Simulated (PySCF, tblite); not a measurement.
**BH3O6Si3, a fragment of a glass network (cage of 4): NMR shifts, core binding energies and electronic excitations**

Aim: the NMR shifts, core binding energies and electronic excitations of `O1B2O[SiH]3O[SiH]1O[SiH](O2)O3`. It is drawn as: Si Si Si B3, H ends, O bridges.

Programs: tblite 0.8.0 and PySCF 2.14.0. All values are calculated, for the isolated system unless a continuum is named. Atoms count from 0, parts from 1.

## (1) Starting point

13 atoms, charge 0, multiplicity 1; geometry: distance geometry start.

## (2) Geometry optimisation with GFN2-xTB

What the job is given:

```
{"job": {"kind": "relax", "xc": "GFN2-xTB", "basis": "xTB"}, "charge": 0, "multiplicity": 1}
O     -2.462283    -0.508324    -1.087955
B     -1.381439     0.548420    -1.296318
O     -0.012928    -0.070913    -1.074744
Si     0.338856    -0.708419     0.580891
O     -0.960490    -1.882914     0.864602
Si    -2.594488    -1.235124     0.532740
O     -2.798280     0.154050     1.647760
Si    -1.578869     1.429295     1.372615
O     -1.627583     1.728486    -0.378715
O      0.006237     0.659274     1.675464
H      1.618043    -1.232366     0.714076
H     -3.613932    -2.198742     0.648347
H     -1.771115     2.577820     2.149540
```

With the program's defaults for keys left out, this is: GFN2-xTB geometry optimisation, gas phase.

Started as:

```bash
$ OMP_NUM_THREADS=1 python cluster_run.py task.json out
```

One launch serves the whole session: the jobs run in the order shown.

The log of the run:

```text
step      E/eV     max force
  0    -892.31981    6.547
  1    -894.09639    4.889
  2    -895.57164    2.016
  3    -895.92929    1.545
  4    -896.07785    0.954
  5    -896.12844    0.503
  6    -896.13540    0.219
  7    -896.14162    0.169
  8    -896.14487    0.106
  9    -896.14576    0.050
 10    -896.14605    0.039
 11    -896.14624    0.040
 12    -896.14650    0.042
 13    -896.14680    0.063
 14    -896.14710    0.070
 15    -896.14736    0.051
 16    -896.14758    0.038
 17    -896.14778    0.038
 18    -896.14795    0.035
 19    -896.14805    0.029
 20    -896.14809    0.011
 21    -896.14810    0.005
```

It took 0.73 s on 1 thread of Arm Neoverse V1, shared host.

The steps of the relaxation:

```tsv
step	energy from step 0 (eV)	largest force (eV/Å)
0	0.0000	6.5470
1	-1.7766	4.8896
2	-3.2518	2.0161
3	-3.6095	1.5457
4	-3.7580	0.9542
5	-3.8086	0.5028
6	-3.8156	0.2198
7	-3.8218	0.1692
8	-3.8251	0.1067
9	-3.8260	0.0496
10	-3.8262	0.0391
11	-3.8264	0.0401
12	-3.8267	0.0418
13	-3.8270	0.0627
14	-3.8273	0.0699
15	-3.8276	0.0514
16	-3.8278	0.0377
17	-3.8280	0.0382
18	-3.8281	0.0350
19	-3.8282	0.0285
20	-3.8283	0.0114
21	-3.8283	0.0041
```

Close pairs (by a distance rule), those that changed most:

```tsv
bond	before (Å)	after (Å)	change (Å)
O2–Si3	1.809	1.639	-0.169
O0–B1	1.526	1.369	-0.157
Si5–O6	1.793	1.642	-0.151
B1–O2	1.518	1.369	-0.149
O4–Si5	1.789	1.642	-0.147
Si7–O9	1.788	1.642	-0.146
B1–O8	1.515	1.369	-0.146
O6–Si7	1.786	1.642	-0.144
```

## (3) Geometry optimisation at PBE0-D3(BJ)/def2-SVP

What the job is given:

```
{"job": {"xc": "PBE0", "basis": "def2-SVP", "d3": "d3bj", "grid": 2, "kind": "geom", "shake": 0.01}, "charge": 0, "multiplicity": 1}
O     -1.080209    -0.451744    -1.468617
B     -0.077387     0.471078    -1.427463
O      1.189200    -0.008877    -1.457217
Si     1.538982    -0.589917     0.049978
O      0.297590    -1.679148     0.319336
Si    -1.205989    -1.079547     0.022638
O     -1.361160     0.195381     1.037542
Si    -0.244270     1.388568     0.795566
O     -0.298292     1.683856    -0.791987
O      1.189643     0.660947     1.074306
H      2.811400    -1.131784     0.176800
H     -2.238558    -2.050242     0.120474
H     -0.510741     2.574058     1.556048
```

The log of the run:

```text
step   0  E = -1345.48895774  max force = 0.044001
step   1  E = -1345.50364492  max force = 0.008505
step   2  E = -1345.50405907  max force = 0.002513
step   3  E = -1345.50408231  max force = 0.001224
step   4  E = -1345.50409882  max force = 0.000563
step   5  E = -1345.50410008  max force = 0.000327
optimisation converged
```

Wall time 2.4 min (1 thread of Arm Neoverse V1, shared host); peak memory 0.84 GiB.

Along the way:

```tsv
step	energy from step 0 (eV)	largest force component (eV/Å)
0	0.0000	2.2626
1	-0.3997	0.4373
2	-0.4109	0.1292
3	-0.4116	0.0629
4	-0.4120	0.0290
5	-0.4120	0.0168
```

Distances of close pairs at the start and the end, largest changes first:

```tsv
bond	before (Å)	after (Å)	change (Å)
Si3–H10	1.389	1.465	+0.077
Si7–O8	1.616	1.684	+0.068
O0–Si5	1.623	1.683	+0.060
Si5–H11	1.421	1.466	+0.045
Si7–O9	1.632	1.676	+0.044
Si5–O6	1.637	1.676	+0.039
Si7–H12	1.433	1.465	+0.032
O2–Si3	1.653	1.684	+0.032
```

The end geometry stands in the next job.

```tsv
at the end point	value
point group (found at 0.08 Å tolerance)	C3v
rotational constants (GHz, main isotopes)	1.314, 1.314, 1.112
dipole moment (D)	1.16
```

## (4) NMR shieldings: PBE0/pcSseg-1

What the job is given:

```
{"job": {"kind": "nmr", "xc": "PBE0", "basis": "pcSseg-1"}, "charge": 0, "multiplicity": 1}
O     -1.185197    -0.424221    -1.427535
B     -0.142481     0.485623    -1.357790
O      1.156542     0.008304    -1.406816
Si     1.474882    -0.593829     0.133642
O      0.242646    -1.695879     0.406143
Si    -1.296982    -1.104295     0.108201
O     -1.469813     0.213324     1.129341
Si    -0.337757     1.426325     0.897112
O     -0.375145     1.714173    -0.761384
O      1.148352     0.695834     1.152386
H      2.820706    -1.152634     0.288163
H     -2.358068    -2.106284     0.241663
H     -0.565709     2.620751     1.714917
```

Method: GIAO PBE0/pcSseg-1 NMR shielding, non-relativistic, gas phase.

The log of the run:

```text
coarse grid: 14336 points
cycle   1  E = -1345.5219976996  dE =  2.306e+00  |g| = 1.558e+00  |ddm| = 4.021e+00
cycle   2  E = -1345.0929177424  dE =  4.291e-01  |g| = 2.201e+00  |ddm| = 2.317e+00
cycle   3  E = -1345.9400933834  dE = -8.472e-01  |g| = 5.674e-02  |ddm| = 1.483e+00
cycle   4  E = -1345.9401400839  dE = -4.670e-05  |g| = 5.593e-02  |ddm| = 7.853e-02
cycle   5  E = -1345.9406879163  dE = -5.478e-04  |g| = 6.860e-03  |ddm| = 3.952e-02
cycle   6  E = -1345.9406946212  dE = -6.705e-06  |g| = 9.328e-04  |ddm| = 5.279e-03
final grid: 130352 points
cycle   7  E = -1346.0550755504  dE = -2.611e-05  |g| = 1.204e-02  |ddm| = 2.338e-02
cycle   8  E = -1346.0550533192  dE =  2.223e-05  |g| = 1.662e-02  |ddm| = 1.592e-02
cycle   9  E = -1346.0550982863  dE = -4.497e-05  |g| = 5.922e-04  |ddm| = 9.457e-03
cycle  10  E = -1346.0550983295  dE = -4.316e-08  |g| = 3.323e-04  |ddm| = 6.124e-04
cycle  11  E = -1346.0550983484  dE = -1.890e-08  |g| = 4.728e-05  |ddm| = 2.329e-04
cycle  12  E = -1346.0550983488  dE = -3.829e-10  |g| = 1.127e-05  |ddm| = 5.248e-05
converged SCF energy = -1346.0550983488

GIAO shielding tensors (ppm)
atom      isotropic    diamagn.    paramagn.     s11        s22        s33       span
  0 O      140.232     401.959    -261.727     68.936    113.733    238.027    169.091
  1 B       78.127     207.917    -129.789     73.919     74.160     86.303     12.384
  2 O      140.175     402.021    -261.846     68.781    113.490    238.253    169.473
  3 Si     395.288     883.970    -488.682    372.832    380.111    432.921     60.089
  4 O      190.296     403.489    -213.193    170.679    192.975    207.232     36.552
  5 Si     395.261     883.883    -488.622    372.964    379.907    432.912     59.948
  6 O      190.329     403.333    -213.004    170.630    193.111    207.245     36.615
  7 Si     395.312     883.883    -488.572    372.932    380.023    432.980     60.048
  8 O      140.301     401.943    -261.642     68.934    113.840    238.128    169.194
  9 O      190.320     403.500    -213.181    170.730    192.940    207.289     36.559
 10 H       26.421      28.274      -1.852     22.427     22.747     34.089     11.662
 11 H       26.420      28.094      -1.674     22.425     22.748     34.087     11.662
 12 H       26.422      28.078      -1.656     22.429     22.747     34.090     11.661
```

Wall time 41 s (1 thread of Arm Neoverse V1, shared host); peak memory 1.1 GiB.

The references, computed at this level on geometries of the same kind, shield at (ppm): ¹H TMS 31.27, ²⁹Si TMS 352.0, ¹⁷O H2O 334.6, ¹¹B BF3·OEt2 100.7. Their shielding less the atom's gives the shift. The references are single molecules in the gas phase, so shifts against H2O, NH3, PH3, H3PO4 or CFCl3 are not on the usual liquid scales and can be off by tens of ppm. Atoms listed in one row are averaged.

```tsv
atoms	environment	σ (ppm)	δ (ppm)
H10, H11, H12	hydrogen on a silicon bonded to 3 O, in a 6-membered ring	26.42	4.85
O0, O2, O8	oxygen bonded to B, Si, in a 6-membered ring	140.2	194.3
O4, O6, O9	oxygen bonded to 2 Si, in a 6-membered ring	190.3	144.2
B1	boron bonded to 3 O, in a 6-membered ring	78.1	22.6
Si3, Si5, Si7	silicon bonded to 3 O, H, in a 6-membered ring	395.3	-43.3
```

The run also stored atomic charges by several schemes (e):

```tsv
atoms	Mulliken	IAO	Hirshfeld	ESP fit
O0, O2, O8	-0.61	-0.67	-0.29	-0.76
B1	0.67	0.62	0.31	1.27
Si3, Si5, Si7	1.17	1.44	0.54	1.12
O4, O6, O9	-0.75	-0.87	-0.32	-0.70
```

Mayer bond orders: O0–B1 1.05, B1–O2 1.05, O2–Si3 0.88, Si3–O4 0.91, O4–Si5 0.91, Si5–O6 0.91, O6–Si7 0.91, Si7–O8 0.88, Si7–O9 0.91, Si5–O0 0.88, O8–B1 1.05, O9–Si3 0.91.

Ring of atoms O0, B1, O2, Si3, O4, Si5: NICS(0) -4.1, NICS(1) -1.6, NICS(1)zz -0.9 ppm (means of both faces; NICS(1) differs between them: -2.7 and -0.6). The ring holds saturated atoms, so no π current runs round it: these values come from its σ bonds, any local π bonds and neighbouring rings, and say nothing of aromaticity.

The two faces differ (NICS(1)zz -4.4 and 2.6 ppm, in the same order).

Ring of atoms O0, B1, Si5, O6, Si7, O8: NICS(0) -4.1, NICS(1) -1.6, NICS(1)zz -0.9 ppm (means of both faces; NICS(1) differs between them: -2.7 and -0.6). The ring holds saturated atoms, so no π current runs round it: these values come from its σ bonds, any local π bonds and neighbouring rings, and say nothing of aromaticity.

The two faces differ (NICS(1)zz -4.4 and 2.6 ppm, in the same order).

Ring of atoms B1, O2, Si3, Si7, O8, O9: NICS(0) -4.1, NICS(1) -1.6, NICS(1)zz -0.9 ppm (means of both faces; NICS(1) differs between them: -0.6 and -2.7). The ring holds saturated atoms, so no π current runs round it: these values come from its σ bonds, any local π bonds and neighbouring rings, and say nothing of aromaticity.

The two faces differ (NICS(1)zz 2.6 and -4.4 ppm, in the same order).

## (5) X-ray photoelectron lines: SCAN, X2C

The job, as its differences from that of step 4:

```diff
@@ -1,2 +1,2 @@
-{"job": {"kind": "nmr", "xc": "PBE0", "basis": "pcSseg-1"}, "charge": 0, "multiplicity": 1}
+{"job": {"kind": "xps", "holes": 5}, "charge": 0, "multiplicity": 1}
 O     -1.185197    -0.424221    -1.427535
```

Method: delta-SCF UKS SCAN, pcX-2 on the ionised atom, pcseg-1 elsewhere, spin-free X2C.

The log of the run:

```text
ground state, core basis on atom 1 (B), 198 functions
  cycle   1  E = -1348.23609402  |g| = 1.52e+00
  cycle   2  E = -1347.46688457  |g| = 2.52e+00
  cycle   3  E = -1348.66130937  |g| = 8.31e-02
  cycle   4  E = -1348.66219680  |g| = 5.45e-02
  cycle   5  E = -1348.66275402  |g| = 1.79e-02
  cycle   6  E = -1348.66281905  |g| = 3.19e-03
  cycle   7  E = -1348.66281775  |g| = 9.69e-04
  cycle   8  E = -1348.66281895  |g| = 2.52e-04
  E(ground) = -1348.78683952 Eh
hole in B 1s of atom 1
  cycle   1  E = -1340.94770474  |g| = 1.19e+00
  cycle   2  E = -1338.75592647  |g| = 2.20e+00
  cycle   3  E = -1341.07171691  |g| = 7.73e-01
  cycle   4  E = -1341.29262280  |g| = 3.31e-01
  cycle   5  E = -1341.33154316  |g| = 1.41e-01
  cycle   6  E = -1341.33809651  |g| = 4.50e-02
  cycle   7  E = -1341.33884595  |g| = 1.47e-02
  cycle   8  E = -1341.33887834  |g| = 1.23e-02
  cycle   9  E = -1341.33893029  |g| = 3.73e-03
  cycle  10  E = -1341.33893676  |g| = 1.79e-03
  cycle  11  E = -1341.33893749  |g| = 1.10e-03
  cycle  12  E = -1341.33893804  |g| = 4.08e-04
  E(ion) = -1341.46257520 Eh   <S^2> = 0.7767   hole on atom = 1.000   binding energy = 199.303 eV
ground state, core basis on atom 6 (O), 198 functions
  cycle   1  E = -1348.69413959  |g| = 1.11e-01
  cycle   2  E = -1348.69185925  |g| = 1.33e-01
  cycle   3  E = -1348.69443125  |g| = 5.33e-02
  cycle   4  E = -1348.69491411  |g| = 7.96e-03
  cycle   5  E = -1348.69492255  |g| = 3.10e-03
  cycle   6  E = -1348.69492364  |g| = 5.52e-04
  cycle   7  E = -1348.69492336  |g| = 1.51e-04
  E(ground) = -1348.81506327 Eh
hole in O 1s of atom 6
  cycle   1  E = -1328.07055028  |g| = 2.23e+00
  cycle   2  E = -1327.49787839  |g| = 2.28e+00
  cycle   3  E = -1328.80917998  |g| = 5.24e-01
  cycle   4  E = -1328.84690469  |g| = 3.89e-01
  cycle   5  E = -1328.90307032  |g| = 6.29e-02
  cycle   6  E = -1328.90385016  |g| = 4.10e-02
  cycle   7  E = -1328.90449544  |g| = 5.90e-03
  cycle   8  E = -1328.90450660  |g| = 1.99e-03
  cycle   9  E = -1328.90450883  |g| = 6.94e-04
  cycle  10  E = -1328.90450934  |g| = 5.89e-04
  cycle  11  E = -1328.90450908  |g| = 1.24e-04
  E(ion) = -1329.02535013 Eh   <S^2> = 0.7624   hole on atom = 1.000   binding energy = 538.506 eV
ground state, core basis on atom 7 (Si), 209 functions
  cycle   1  E = -1348.77306588  |g| = 3.13e-01
  cycle   2  E = -1348.76670536  |g| = 2.27e-01
  cycle   3  E = -1348.76937150  |g| = 1.87e-01
  cycle   4  E = -1348.77583361  |g| = 2.99e-02
  cycle   5  E = -1348.77598722  |g| = 7.15e-03
  cycle   6  E = -1348.77599413  |g| = 1.55e-03
  cycle   7  E = -1348.77599277  |g| = 6.70e-04
  cycle   8  E = -1348.77599944  |g| = 1.96e-04
  E(ground) = -1348.85813693 Eh
hole in Si 2p of atom 7
  cycle   1  E = -1344.43127978  |g| = 1.25e+00
  cycle   2  E = -1344.25842919  |g| = 1.21e+00
  cycle   3  E = -1344.67859646  |g| = 4.05e-01
  cycle   4  E = -1344.74226900  |g| = 1.19e-01
  cycle   5  E = -1344.74656418  |g| = 4.36e-02
  cycle   6  E = -1344.74727855  |g| = 2.02e-02
  cycle   7  E = -1344.74741773  |g| = 6.05e-03
  cycle   8  E = -1344.74743377  |g| = 9.95e-04
  cycle   9  E = -1344.74743387  |g| = 7.22e-04
  cycle  10  E = -1344.74743455  |g| = 2.31e-04
  E(ion) = -1344.84012169 Eh   <S^2> = 0.7514   hole on atom = 1.003   binding energy = 109.336 eV
  2p3/2 = 109.158 eV   2p1/2 = 109.784 eV
ground state, core basis on atom 8 (O), 198 functions
  cycle   1  E = -1348.69165795  |g| = 1.08e-01
  cycle   2  E = -1348.68998555  |g| = 1.15e-01
  cycle   3  E = -1348.69178054  |g| = 5.66e-02
  cycle   4  E = -1348.69232335  |g| = 7.98e-03
  cycle   5  E = -1348.69233667  |g| = 2.54e-03
  cycle   6  E = -1348.69233772  |g| = 5.34e-04
  cycle   7  E = -1348.69233875  |g| = 4.84e-05
  E(ground) = -1348.81290336 Eh
hole in O 1s of atom 8
  cycle   1  E = -1328.07009870  |g| = 2.23e+00
  cycle   2  E = -1327.49681238  |g| = 2.28e+00
  cycle   3  E = -1328.79210106  |g| = 5.50e-01
  cycle   4  E = -1328.83767679  |g| = 4.01e-01
  cycle   5  E = -1328.89711825  |g| = 5.58e-02
  cycle   6  E = -1328.89767093  |g| = 3.77e-02
  cycle   7  E = -1328.89821737  |g| = 6.73e-03
  cycle   8  E = -1328.89823417  |g| = 2.03e-03
  cycle   9  E = -1328.89823812  |g| = 7.74e-04
  cycle  10  E = -1328.89823655  |g| = 6.57e-04
  cycle  11  E = -1328.89823573  |g| = 9.97e-05
  E(ion) = -1329.01902586 Eh   <S^2> = 0.7614   hole on atom = 1.000   binding energy = 538.619 eV
```

It took 62 s on 1 thread of Arm Neoverse V1, shared host; peak memory 0.82 GiB.

Binding energies by hole, beside the orbital energy of the ground state; the difference holds orbital relaxation and, for a density functional, its self-interaction error:

```tsv
hole	stands for	environment	ΔSCF (eV; 2p as the shell's mean)	−ε (eV)	⟨S²⟩
B1s on B1	B1	boron bonded to 3 O, in a 6-membered ring	199.30	183.1	0.777
O1s on O6	O4, O6, O9	oxygen bonded to 2 Si, in a 6-membered ring	538.51	517.2	0.762
Si2p on Si7	Si3, Si5, Si7	silicon bonded to 3 O, H, in a 6-membered ring	109.37	98.3	0.751
O1s on O8	O0, O2, O8	oxygen bonded to B, Si, in a 6-membered ring	538.62	517.1	0.761
```

Each hole run stands for the others of its class of like atoms.

With the spin-orbit splitting: Si7 2p3/2 109.16, 2p1/2 109.78 eV. The table gives each 2p level as the mean over the whole 2p shell (two parts 2p3/2, one part 2p1/2), which differs a little from the single hole in the log.

## (6) TDDFT and polarisability: CAM-B3LYP/def2-SVPD

The job, as its differences from that of step 5:

```diff
@@ -1,2 +1,2 @@
-{"job": {"kind": "xps", "holes": 5}, "charge": 0, "multiplicity": 1}
+{"job": {"kind": "uv", "xc": "CAM-B3LYP", "basis": "def2-SVPD", "nstates": 6, "ntriplets": 2, "ip": true}, "charge": 0, "multiplicity": 1}
 O     -1.185197    -0.424221    -1.427535
```

Level: TDDFT CAM-B3LYP/def2-SVPD, vertical, gas phase, core orbitals frozen in the response.

The log of the run:

```text
coarse grid: 14336 points
cycle   1  E = -1345.6111460378  dE =  2.436e+00  |g| = 1.542e+00  |ddm| = 6.904e+00
cycle   2  E = -1345.4224235223  dE =  1.887e-01  |g| = 1.887e+00  |ddm| = 6.603e+00
cycle   3  E = -1346.0560299056  dE = -6.336e-01  |g| = 4.977e-02  |ddm| = 3.368e+00
cycle   4  E = -1346.0563083557  dE = -2.785e-04  |g| = 4.423e-02  |ddm| = 2.025e-01
cycle   5  E = -1346.0566644992  dE = -3.561e-04  |g| = 8.331e-03  |ddm| = 6.688e-02
cycle   6  E = -1346.0566774159  dE = -1.292e-05  |g| = 1.745e-03  |ddm| = 2.333e-02
cycle   7  E = -1346.0566781785  dE = -7.626e-07  |g| = 2.325e-04  |ddm| = 5.942e-03
final grid: 130352 points
cycle   8  E = -1346.2748749135  dE = -3.155e-05  |g| = 2.148e-03  |ddm| = 7.876e-02
cycle   9  E = -1346.2748751758  dE = -2.623e-07  |g| = 2.137e-03  |ddm| = 9.255e-03
cycle  10  E = -1346.2748759706  dE = -7.948e-07  |g| = 4.006e-04  |ddm| = 3.551e-03
cycle  11  E = -1346.2748759988  dE = -2.825e-08  |g| = 1.672e-04  |ddm| = 1.082e-03
cycle  12  E = -1346.2748760051  dE = -6.224e-09  |g| = 2.588e-05  |ddm| = 4.321e-04
cycle  13  E = -1346.2748760052  dE = -1.310e-10  |g| = 1.337e-05  |ddm| = 6.948e-05
converged SCF energy = -1346.2748760052

Static polarisability (au): isotropic 79.385, principal 72.053 83.041 83.061

Singlet excitations
state   eV       nm        f      main configurations
  1   6.9414    178.6   0.00000   H->L 0.88
  2   7.7139    160.7   0.00240   H-1->L 0.69
  3   7.7160    160.7   0.00239   H-2->L 0.69
  4   8.4434    146.8   0.00000   H->L+1 0.79
  5   8.7134    142.3   0.00132   H-5->L 0.32, H->L+3 0.16
  6   8.7149    142.3   0.00137   H-6->L 0.31, H->L+2 0.17

Triplet excitations (Tamm-Dancoff, eV): 6.7441 7.5212
Vertical ionisation energy (delta-SCF) = 11.4297 eV
```

Wall time 7.7 min (1 thread of Arm Neoverse V1, shared host); peak memory 1.3 GiB.

Frontier orbitals and where they lie:

```tsv
orbital	eV	atoms
HOMO−3	-11.49	O9 24 %, O6 23 %, O4 7 %
HOMO−2	-10.99	O6 34 %, O0 20 %, O4 18 %
HOMO−1	-10.99	O9 34 %, O2 20 %, O4 18 %
HOMO	-10.60	O0 30 %, O2 30 %, O8 30 %
LUMO	0.50	B1 35 %, O2 13 %, O8 13 %
LUMO+1	1.04	B1 26 %, Si5 11 %, Si7 11 %
LUMO+2	1.19	Si7 16 %, O9 14 %, Si3 14 %
```

With each of the 6 states as a Gaussian band of 0.4 eV half-width at 1/e, the curve within the window shown has maxima at 161 nm (ε 190), 143 nm (ε 110) L/(mol cm). Beyond the last state computed it falls off for lack of states. The curve at chosen wavelengths:

(nm, ε (L/mol/cm)): (138, 62), (140, 91), (143, 109), (145, 99), (147, 79), (149, 63), (152, 68), (154, 95), (156, 132), (159, 182), (161, 194), (163, 185), (165, 159), (168, 105), (170, 71), (172, 44), (174, 25), (177, 10), (179, 5), (181, 2), (184, 1), (186, 0), (188, 0), (190, 0), (193, 0), (195, 0)

Ground-state properties from the same run:

```tsv
property	computed
dipole moment (D)	1.17
polarisability (Å³)	11.76
HOMO–LUMO gap (eV)	11.10
−ε(HOMO) (eV)	10.60
```

## (7) What came out

| quantity | value |
| --- | --- |
| point group | C3v |
| rotational constants (main isotopes) | 1.31, 1.31, 1.11 GHz |
| ¹H shifts against TMS (PBE0/pcSseg-1, means over atoms taken as alike) | 4.85 ppm |
| ¹⁷O shifts against H2O (PBE0/pcSseg-1, means over atoms taken as alike) | 194.3, 144.2 ppm |
| ¹¹B shifts against BF3·OEt2 (PBE0/pcSseg-1) | 22.6 ppm |
| ²⁹Si shifts against TMS (PBE0/pcSseg-1, means over atoms taken as alike) | -43.3 ppm |
| O1s binding energies, SCAN/pcX-2 | O8 538.62, O6 538.51 eV |
| B1s binding energies, SCAN/pcX-2 | B1 199.30 eV |
| Si2p binding energies, SCAN/pcX-2 | Si7 109.37 eV |
| lowest singlet (CAM-B3LYP/def2-SVPD) | 6.94 eV (179 nm), f = 0.000 |
| brightest single state of those computed | state 2, 7.71 eV, f = 0.002 |
| lowest triplet | 6.74 eV |
| vertical ionisation energy (ΔSCF) | 11.43 eV |

The start of the PBE0/def2-SVP relaxation was shaken at random by about 0.01 Å, so part of the energy gained, and of the first lengths quoted, undoes that. Over 5 steps the energy fell by 0.412 eV; of the close pairs, Si3–H10 changed most, 1.389 to 1.465 Å (PBE0/def2-SVP). At PBE0/pcSseg-1: Shielding is most anisotropic at O0, O2, O8 (span 169 ppm, paramagnetic term -262 ppm). At SCAN/pcX-2: O8 (oxygen bonded to B, Si, in a 6-membered ring) binds its O1s electron 0.11 eV more tightly than O6 (oxygen bonded to 2 Si, in a 6-membered ring). The lowest singlet, at 6.94 eV, is HOMO→LUMO 0.88 and is dark; of the 6 states computed, the strongest absorption comes from states 2 to 3 together at 7.71 eV. The lowest triplet lies 0.20 eV below the lowest singlet (triplets in Tamm-Dancoff, singlets in full TDDFT). ΔSCF puts the ionisation energy at 11.43 eV, 0.83 eV above −ε(HOMO). A capped cluster stands for the solid here, so long-range fields and strain are missing, and bands or shifts of the capping hydrogens have no counterpart in it.
